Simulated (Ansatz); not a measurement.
# GaP: the cost of one run

Method: DFT LDA, scalar-relativistic, plane waves, PAW, in Ansatz 0.2.0.

1 further run of the same task is left out (it didn't finish).

## (1) The structure to begin with

The structure is cubic, space group F-43m (No. 216). Conventional cell: a = 5.452 Å, b = 5.452 Å, c = 5.452 Å, α = 90.00°, β = 90.00°, γ = 90.00°. Ga (site symmetry -43m) has 4 P at 2.36 Å as nearest neighbours. Around P (site symmetry -43m) lie 4 Ga at 2.36 Å.

Structure file:

```
Ga P
1.0
     0.00000    2.72581    2.72581
     2.72581    0.00000    2.72581
     2.72581    2.72581    0.00000
Ga P
1 1
Direct
  0.00000 0.00000 0.00000
  0.75000 0.75000 0.75000
```

The structure comes from the Materials Project (structure only).

(A quick probe on a coarse mesh, which set the mesh and smearing, is not shown.)

## (3) Full relaxation

input.yaml reads:

```yaml
crystal:
  lattice:
    - [0.0, 2.72581249, 2.72581249]
    - [2.72581249, 0.0, 2.72581249]
    - [2.72581249, 2.72581249, 0.0]
  atoms:
    - { symbol: Ga, position: [0.0, 0.0, 0.0] }
    - { symbol: P, position: [0.75, 0.75, 0.75] }
basis:
  ecutwfc: 420
kpoints:
  mp_grid: { grid: [8, 8, 8] }
hamiltonian:
  xc: lda
scf:
  occupations: { method: gaussian, width: 0.02 }
output:
  forces: true
  stress: true
  eigenvalues: true
relax:
  adjacent_minimum: "off"
  f_tol: 0.005
  max_steps: 80
  cell: { stress_tol: 0.05 }
```

Launch:

```bash
ansatz run input.yaml --threads 4 --pin off --max-ram 8192MiB --backend cpu --events-out ev --progress --plain --runs-dir out
```

Q: Estimate wall time and peak memory on 4 threads of Intel Xeon at 2.70GHz, shared host.

About 6.4 s, with a peak of 0.37 GiB.
